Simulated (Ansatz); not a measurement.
A nudged elastic band was laid between two geometries of a periodic cell of 13 atoms, Zr12H (host Zr, host structure hcp, interstitial H).

Theory: DFT PBE, scalar-relativistic, plane waves, PAW (Ansatz). Settings: cutoff 420 eV, k mesh 3x2x3, fermi-dirac smearing 0.05 eV, no spin polarisation.

```yaml
movable_images: 2
climbing_image: no
spring: 5.0 eV/Å²
optimiser: quadratic models (default)
start_path: default
force_threshold: 0.05 eV/Å
iteration_limit: 50
end_points: relaxed
```

Image 0:

```xyz
13
Lattice="6.4600 0.0000 0.0000 -4.8450 8.3918 0.0000 0.0000 0.0000 5.1454" Properties=species:S:1:pos:R:3
Zr -0.007 -0.058 0.084
Zr 0.000 1.871 2.555
Zr -1.644 2.824 0.043
Zr -1.620 4.668 2.526
Zr -3.223 5.607 -0.058
Zr -3.222 7.458 2.583
Zr 3.223 -0.001 0.028
Zr 3.230 1.882 2.574
Zr 1.641 2.825 0.026
Zr 1.623 4.689 2.492
Zr -0.009 5.582 -0.039
Zr -0.013 7.440 2.593
H -0.005 1.847 4.562
```

Image 3:

```xyz
13
Lattice="6.4600 0.0000 0.0000 -4.8450 8.3918 0.0000 0.0000 0.0000 5.1454" Properties=species:S:1:pos:R:3
Zr -0.004 -0.061 -0.094
Zr 0.006 1.869 2.589
Zr -1.638 2.819 -0.047
Zr -1.619 4.667 2.623
Zr -3.219 5.605 0.065
Zr -3.221 7.455 2.559
Zr 3.226 -0.002 -0.029
Zr 3.236 1.877 2.570
Zr 1.647 2.822 -0.025
Zr 1.627 4.689 2.660
Zr -0.005 5.581 0.047
Zr -0.011 7.440 2.549
H 0.002 1.843 5.727
```

Which bonds break or form, and what moves?

The atom that moves furthest is H13, by 1.17 Å; four of its nearest neighbours are Zr2 2.01, Zr3 2.01, Zr9 2.01, Zr1 2.02 Å at the first end and Zr2 2.01, Zr9 2.01, Zr3 2.01, Zr1 2.02 Å at the last.

Give the energies along the band, and the barrier.

The forces met the threshold. The highest image is number 1 of 0 to 3, 0.143 eV above the ends, which have the same energy within 2 meV. No image climbed, so the highest image needn't sit at the top of the path. Limits of this set-up: coarse k mesh, odd electron count without spin, a small cell, in which the defect meets its images, a typed lattice constant that wasn't relaxed here.

```json
{"image": "0", "path coordinate (Å)": "0.00", "energy (eV)": "0.000"}
{"image": "1", "path coordinate (Å)": "0.40", "energy (eV)": "0.143"}
{"image": "2", "path coordinate (Å)": "0.80", "energy (eV)": "0.142"}
{"image": "3", "path coordinate (Å)": "1.19", "energy (eV)": "0.000"}
```

What is the geometry of the highest image?


```xyz
13
Lattice="6.4600 0.0000 0.0000 -4.8450 8.3918 0.0000 0.0000 0.0000 5.1454" Properties=species:S:1:pos:R:3
Zr -0.010 -0.101 0.024
Zr 0.002 1.863 2.602
Zr -1.664 2.841 0.026
Zr -1.620 4.662 2.561
Zr -3.212 5.619 -0.018
Zr -3.231 7.462 2.565
Zr 3.220 0.013 -0.012
Zr 3.236 1.889 2.567
Zr 1.670 2.852 0.014
Zr 1.626 4.685 2.550
Zr -0.018 5.562 -0.017
Zr -0.012 7.435 2.565
H 0.005 1.844 4.949
```

The band took 4 iterations and about 4 core-minutes.

Time of the run: 54 s on 4 threads of AMD EPYC 7B13 (Zen 3), with other jobs on the host, peak memory 1.3 GiB.
